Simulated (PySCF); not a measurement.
# WHOH: relaxation and vibrations of the quintet

The task is one start of a wider search on WHOH: the quintet, from a linear start. It is relaxed, tested by its Hessian and followed downhill if it is a saddle.

The runs use PySCF 2.14.0; PBE0, basis W def2-TZVP with ECP60, H def2-TZVP, O def2-TZVP, scalar-relativistic core potentials, no spin–orbit coupling, density fitting.

## Step 1: Where the work starts

4 atoms, charge 0, spin multiplicity 5.

Bond lengths: W1–H2 1.690 Å, W1–O3 2.000 Å, O3–H4 0.960 Å. Angles: H2–W1–O3 180.0°, W1–O3–H4 130.0°.

```xyz
4
charge 0 multiplicity 5
W     0.0000    0.0000    0.0000
H     0.0000    0.0000    1.6900
O     0.0000    0.0000   -2.0000
H     0.7354    0.0000   -2.6171
```

## Step 2: First SCF at the start

One driver script runs all steps and calls PySCF; scf.py shows how it sets up the SCF of each step. The optimiser is the driver's own. After this first run the driver tries any further starts and a stability analysis.

File scf.py:

```python
from pyscf import gto, scf, dft
mol = gto.M(atom='''
W      0.000000     0.000000     0.000000
H      0.000000     0.000000     1.690000
O      0.000000     0.000000    -2.000000
H      0.735400     0.000000    -2.617100''',
    basis={'W': 'def2-TZVP', 'H': 'def2-TZVP', 'O': 'def2-TZVP'},
    ecp={'W': 'def2-TZVP'},
    charge=0, spin=4)
mf = dft.UKS(mol, xc='PBE0')
mf.grids.atom_grid = (50, 194)
aux = {'W': 'def2-universal-JKFIT', 'H': 'def2-universal-JKFIT', 'O': 'def2-universal-JKFIT'}
mf = mf.density_fit(auxbasis=aux)
mf.conv_tol = 1e-08
mf.diis_space = 10
mf.max_cycle = 60
mf.init_guess = 'minao'
mf.verbose = 4
mf.kernel()
```

The run is started by

```
OMP_NUM_THREADS=2 python axn.py task.json out
```

The program printed:

```text
init E= -124.627918692704
[... the frontier-level lines of each cycle are left out ...]
cycle= 1 E= -143.173671820679  delta_E= -18.5  |g|= 0.685  |ddm|= 4.93
cycle= 2 E= -141.288221833872  delta_E= 1.89  |g|= 2.08  |ddm|= 1.37
cycle= 3 E= -143.340069732183  delta_E= -2.05  |g|= 0.153  |ddm|= 1.13
cycle= 4 E= -143.3542250811  delta_E= -0.0142  |g|= 0.0609  |ddm|= 0.27
cycle= 5 E= -143.356020051673  delta_E= -0.00179  |g|= 0.0197  |ddm|= 0.064
cycle= 6 E= -143.356205322118  delta_E= -0.000185  |g|= 0.00565  |ddm|= 0.0172
cycle= 7 E= -143.356235018321  delta_E= -2.97e-05  |g|= 0.0023  |ddm|= 0.00746
cycle= 8 E= -143.356243264553  delta_E= -8.25e-06  |g|= 0.000911  |ddm|= 0.00412
cycle= 9 E= -143.35624532569  delta_E= -2.06e-06  |g|= 0.000273  |ddm|= 0.00244
cycle= 10 E= -143.356245508781  delta_E= -1.83e-07  |g|= 0.000109  |ddm|= 0.000808
cycle= 11 E= -143.356245521213  delta_E= -1.24e-08  |g|= 5.07e-05  |ddm|= 0.000211
cycle= 12 E= -143.356245523515  delta_E= -2.3e-09  |g|= 1e-05  |ddm|= 9.36e-05
Extra cycle  E= -143.356245523647  delta_E= -1.31e-10  |g|= 8.94e-06  |ddm|= 2.57e-05
converged SCF energy = -143.356245523647  <S^2> = 6.0234088  2S+1 = 5.0093548
```

This step, with its further starts and checks, ran for 10 s (2 threads of Arm Neoverse V2, shared host).

The starts that the driver tried:

| start | energy (Eh) |
| --- | --- |
| the minimal-basis guess | -143.356246 |
| a thermally smeared density | -143.356246 |
| a smeared PBE density | -143.356246 |

No lower solution of this spin turned up from the other starts or in the test of internal stability.

## Step 3: Linear start, quintet: relaxation

The program finds Cs symmetry in the start, which this walk keeps.

Changes to scf.py since step 2:

```diff
@@ -3,4 +3,4 @@
-W      0.000000     0.000000     0.000000
-H      0.000000     0.000000     1.690000
-O      0.000000     0.000000    -2.000000
-H      0.735400     0.000000    -2.617100''',
+W     -0.003670     0.000000     0.163022
+H     -0.003670     0.000000     1.853022
+O     -0.003670     0.000000    -1.836978
+H      0.731730     0.000000    -2.454078''',
@@ -17 +16,0 @@
-mf.init_guess = 'minao'
```

Energy and gradient, step by step:

| step | energy (Eh) | change (kJ/mol) | largest symmetric gradient (Eh/bohr) |
| --- | --- | --- | --- |
| 0 | -143.356246 | 0.00 | 0.05706 |
| 1 | -143.360326 | -10.71 | 0.02689 |
| 2 | -143.361640 | -14.16 | 0.00380 |
| 3 | -143.361723 | -14.38 | 0.00098 |
| 4 | -143.361743 | -14.43 | 0.00079 |
| 5 | -143.361753 | -14.46 | 0.00079 |
| 6 | -143.361770 | -14.50 | 0.00097 |
| 7 | -143.361777 | -14.52 | 0.00052 |
| 8 | -143.361779 | -14.53 | 0.00018 |

The walk took 15 s.

Geometry (Å) and forces (eV/Å) at some steps:

```
step 0
W   -0.004   0.000   0.163   0.039   0.000  -2.934
H   -0.004   0.000   1.853  -0.016   0.000   1.671
O   -0.004   0.000  -1.837  -0.045   0.000   1.258
H    0.732   0.000  -2.454   0.022   0.000   0.005
step 1
W   -0.001   0.000   0.129   0.048   0.000  -1.383
H   -0.006   0.000   1.875  -0.026   0.000   0.861
O   -0.002   0.000  -1.825   0.077   0.000   0.437
H    0.729   0.000  -2.453  -0.098   0.000   0.085
step 4
W    0.019   0.000   0.099   0.041   0.000   0.010
H   -0.020   0.000   1.917  -0.021   0.000  -0.021
O    0.002   0.000  -1.825  -0.011   0.000   0.006
H    0.719   0.000  -2.466  -0.008   0.000   0.004
step 8
W    0.053   0.000   0.103  -0.004   0.000   0.002
H   -0.042   0.000   1.918   0.001   0.000  -0.002
O    0.003   0.000  -1.820   0.009   0.000   0.005
H    0.706   0.000  -2.475  -0.005   0.000  -0.005
```

End point (Cs, 8 steps, 14.5 kJ/mol gained): O–H 0.961 Å, W–H 1.817 Å, W–O 1.924 Å; H–O–W 131.4°, H–W–O 175.5°.

## Step 4: Hessian and properties

On the finer grid the gradient is checked again; gradients at displacements of ±0.02 bohr then give force constants and infrared intensities.

Changes to scf.py since step 3:

```diff
@@ -3,4 +3,4 @@
-W     -0.003670     0.000000     0.163022
-H     -0.003670     0.000000     1.853022
-O     -0.003670     0.000000    -1.836978
-H      0.731730     0.000000    -2.454078''',
+W      0.001550     0.000000     0.157319
+H     -0.094842     0.000000     1.971662
+O     -0.046613     0.000000    -1.765225
+H      0.652333     0.000000    -2.425226''',
@@ -11 +11 @@
-mf.grids.atom_grid = (50, 194)
+mf.grids.atom_grid = (75, 302)
@@ -14 +14 @@
-mf.conv_tol = 1e-08
+mf.conv_tol = 1e-10
```

This SCF starts from the last density.

Log of the central SCF (cycles and frontier levels):

```text
init E= -143.361772621685
[... the frontier-level lines of each cycle are left out ...]
cycle= 1 E= -143.361772621684  delta_E= 9.95e-13  |g|= 5.04e-07  |ddm|= 1.26e-06
Extra cycle  E= -143.361772621681  delta_E= 2.47e-12  |g|= 9.83e-07  |ddm|= 1.18e-06
converged SCF energy = -143.361772621681  <S^2> = 6.0196284  2S+1 = 5.0078452
```

The whole step took 62 s.

Geometry: Cs; O–H 0.961 Å, W–H 1.817 Å, W–O 1.923 Å; H–O–W 131.9°, H–W–O 175.5°.

Modes, for the most abundant isotopes:

| symmetry | ω (cm⁻¹) | IR (km/mol) | μ (u) |
| --- | --- | --- | --- |
| a'' | 545i | 103 | 1.05 |
| a' | 258 | 24.3 | 1.06 |
| a' | 500 | 145 | 1.15 |
| a' | 654 | 156 | 8.62 |
| a' | 1771 | 266 | 1.01 |
| a' | 3851 | 79.0 | 1.07 |

1 mode is imaginary, the largest at 545i cm⁻¹: a saddle point, not a minimum.

Properties at this point:

```
Dipole moment                                                   : 2.39 D
Highest occupied level                                          : -5.90 eV
Lowest empty level                                              : -2.92 eV
Rotational constants                                            : 35.85, 0.2624, 0.2605 cm⁻¹
Zero-point energy (real modes)                                  : 42.1 kJ/mol
Principal polarisabilities                                      : 47.0, 47.9, 56.5 bohr³
Atomisation energy without zero-point energy                    : 1132 kJ/mol
Principal traceless quadrupole moments about the centre of mass : -7.64, 3.00, 4.64 D Å
Spin squared ⟨S²⟩                                               : 6.020
```

Populations by atom (charges in e):

```
atom  Mulliken  Löwdin  polar tensor  spin (Mulliken)  Mayer order to W1
  W1      0.49    0.44          0.94             4.14                  –
  H2     -0.15   -0.23         -0.36            -0.08               0.94
  O3     -0.68   -0.36         -0.85            -0.08               1.05
  H4      0.33    0.16          0.27             0.02               0.02
```

Outer orbital energies (eV). α occupied: -14.52, -10.73, -9.92, -7.83, -7.14, -6.90, -6.68, -5.90; empty: -2.92, -0.48, -0.41, 0.76. β occupied: -43.67, -43.30, -42.35, -27.49, -14.31, -10.26, -10.06, -7.53; empty: -2.46, -1.42, -1.10, -1.06.

Mulliken populations on W1 (outside its core potential): s 2.99, p 6.32, d 4.16, f 0.04.

## Step 5: Leaving the saddle point

The start is the last point, displaced along its most imaginary mode.

The program finds C1 symmetry in the start. The walk stops when the largest gradient is under 0.0003 Eh/bohr and the energy has settled too.

Changes to scf.py since step 4:

```diff
@@ -3,4 +3,4 @@
-W      0.001550     0.000000     0.157319
-H     -0.094842     0.000000     1.971662
-O     -0.046613     0.000000    -1.765225
-H      0.652333     0.000000    -2.425226''',
+W      0.001048    -0.001233     0.156095
+H     -0.095344     0.120000     1.970438
+O     -0.047115     0.005122    -1.766449
+H      0.651831     0.023790    -2.426451''',
@@ -11 +11 @@
-mf.grids.atom_grid = (75, 302)
+mf.grids.atom_grid = (50, 194)
@@ -14 +14 @@
-mf.conv_tol = 1e-10
+mf.conv_tol = 1e-08
```

Steps of the walk:

| step | energy (Eh) | change (kJ/mol) | largest gradient (Eh/bohr) |
| --- | --- | --- | --- |
| 0 | -143.362086 | 0.00 | 0.00459 |
| 1 | -143.362463 | -0.99 | 0.00671 |
| 2 | -143.363230 | -3.00 | 0.00922 |
| 3 | -143.364638 | -6.70 | 0.01148 |
| 4 | -143.366823 | -12.44 | 0.01237 |
| 5 | -143.369556 | -19.61 | 0.01123 |
| 6 | -143.372333 | -26.90 | 0.01282 |
| 7 | -143.378637 | -43.45 | 0.02213 |
| 8 | -143.381204 | -50.19 | 0.01422 |
| 9 | -143.382873 | -54.58 | 0.01032 |
| 10 | -143.383210 | -55.46 | 0.00577 |
| 11 | -143.383333 | -55.78 | 0.00369 |
| 12 | -143.383448 | -56.09 | 0.00357 |
| 13 | -143.383493 | -56.21 | 0.00288 |
| 14 | -143.383510 | -56.25 | 0.00106 |
| 15 | -143.383514 | -56.26 | 0.00060 |
| 16 | -143.383515 | -56.26 | 0.00028 |

The walk took 33 s.

Geometry (Å) and forces (eV/Å) at some steps:

```
step 0
W    0.001  -0.001   0.156  -0.004  -0.236   0.041
H   -0.095   0.120   1.970   0.005   0.124  -0.064
O   -0.047   0.005  -1.766   0.005   0.086   0.012
H    0.652   0.024  -2.426  -0.005   0.026   0.011
step 1
W    0.002  -0.025   0.157  -0.023  -0.345   0.037
H   -0.095   0.133   1.966   0.015   0.183  -0.061
O   -0.047   0.014  -1.765   0.004   0.121   0.017
H    0.651   0.026  -2.425   0.004   0.041   0.007
step 8
W   -0.159  -0.504   0.128   0.033   0.194   0.643
H    0.037   0.390   1.690  -0.009  -0.276  -0.731
O   -0.076   0.111  -1.660   0.034   0.053  -0.163
H    0.708   0.151  -2.223  -0.058   0.029   0.251
step 16
W   -0.215  -0.565   0.133   0.004  -0.004  -0.004
H    0.102   0.419   1.525   0.001   0.004   0.005
O   -0.113   0.082  -1.645  -0.015   0.003  -0.001
H    0.737   0.211  -2.079   0.010  -0.002   0.001
```

It settles in C1 symmetry, 56.3 kJ/mol below the start, after 16 steps: O–H 0.963 Å, W–H 1.733 Å, W–O 1.895 Å; H–O–W 121.1°, H–W–O 123.4°.

## Step 6: Vibrations and properties at this point

The same treatment as at the point before.

Changes to scf.py since step 5:

```diff
@@ -3,4 +3,4 @@
-W      0.001048    -0.001233     0.156095
-H     -0.095344     0.120000     1.970438
-O     -0.047115     0.005122    -1.766449
-H      0.651831     0.023790    -2.426451''',
+W     -0.012596    -0.059876     0.144332
+H      0.301875     0.923931     1.537225
+O      0.086513     0.588243    -1.633987
+H      0.937273     0.713657    -2.067763''',
@@ -11 +11 @@
-mf.grids.atom_grid = (50, 194)
+mf.grids.atom_grid = (75, 302)
@@ -14 +14 @@
-mf.conv_tol = 1e-08
+mf.conv_tol = 1e-10
```

Log of the central SCF (cycles and frontier levels):

```text
init E= -143.383501948751
[... the frontier-level lines of each cycle are left out ...]
cycle= 1 E= -143.383501948748  delta_E= 3.41e-12  |g|= 1.72e-06  |ddm|= 2.22e-06
Extra cycle  E= -143.383501948748  delta_E= -3.98e-13  |g|= 3.49e-06  |ddm|= 2.85e-06
converged SCF energy = -143.383501948748  <S^2> = 6.0165378  2S+1 = 5.0066107
```

The whole step ran for 74 s (2 threads of Arm Neoverse V2, shared host).

Geometry: C1; O–H 0.963 Å, W–H 1.734 Å, W–O 1.895 Å; H–O–W 120.9°, H–W–O 123.4°.

Modes, for the most abundant isotopes:

```
symmetry  ω (cm⁻¹)  IR (km/mol)
       a       382         85.9
       a       489         41.1
       a       685          225
       a       704         46.8
       a      1911          169
       a      3825         87.2
```

Every mode is real; the point is a minimum.

Properties at this point:

```
Dipole moment                                                   : 1.47 D
Highest occupied level                                          : -5.70 eV
Lowest empty level                                              : -1.84 eV
Rotational constants                                            : 6.237, 0.2819, 0.2748 cm⁻¹
Zero-point energy                                               : 47.8 kJ/mol
Principal polarisabilities                                      : 50.6, 51.9, 54.9 bohr³
Atomisation energy without zero-point energy                    : 1189 kJ/mol
Principal traceless quadrupole moments about the centre of mass : -6.14, -1.90, 8.04 D Å
Entropy at 298.15 K and 1 bar (electronic part: spin only)      : 285.0 J/(mol K)
Heat capacity Cp at 298.15 K                                    : 52.0 J/(mol K)
Enthalpy at 298.15 K above 0 K                                  : 11.99 kJ/mol
Rotational symmetry number                                      : 1
Spin squared ⟨S²⟩                                               : 6.017
```

Populations by atom (charges in e):

```
atom  Mulliken  Löwdin  polar tensor  spin (Mulliken)  Mayer order to W1
  W1      0.44    0.32          0.76             4.13                  –
  H2     -0.13   -0.14         -0.25            -0.11               0.97
  O3     -0.65   -0.33         -0.80            -0.03               1.09
  H4      0.33    0.16          0.29             0.02               0.03
```

Mulliken populations on W1 (outside its core potential): s 2.89, p 6.29, d 4.33, f 0.04.

## Step 7: The points found, side by side

| spin | group | bonds | imaginary modes (cm⁻¹) | ΔE (kJ/mol) | with zero-point energy |
| --- | --- | --- | --- | --- | --- |
| quintet | C1 | O–H 0.963 Å, W–H 1.734 Å, W–O 1.895 Å | none | 0.0 | 0.0 |
| quintet | Cs | O–H 0.961 Å, W–H 1.817 Å, W–O 1.923 Å | 545i | 57.1 | – |

## Step 8: Outcome

| quantity | value |
| --- | --- |
| minimum | quintet, C1 |
| geometry | O–H 0.963 Å, W–H 1.734 Å, W–O 1.895 Å; H–O–W 120.9°, H–W–O 123.4° |
| wavenumbers (cm⁻¹) | 382 (a), 489 (a), 685 (a), 704 (a), 1911 (a), 3825 (a) |
| dipole moment | 1.47 D |
| highest occupied, lowest empty level (either spin) | -5.70, -1.84 eV |
| polar-tensor charge of W1 | +0.76 e |
| zero-point energy | 47.8 kJ/mol |
| entropy at 298.15 K | 285.0 J/(mol K) |
| atomisation energy (no zero-point energy) | 1189 kJ/mol |
| ⟨S²⟩ | 6.017 |

In words: The linear start ends in a minimum without symmetry. In the infrared the band at 685 cm⁻¹ (a) leads. Most of the spin sits on W1 (Mulliken spin 4.13, against 4 for the whole molecule). Other starts or spin states, not run here, may lie lower. One determinant may miss the lowest occupation of an open d or f shell. With an element this heavy the missing spin–orbit coupling can shift these numbers.

The search up to here took 3.3 min.
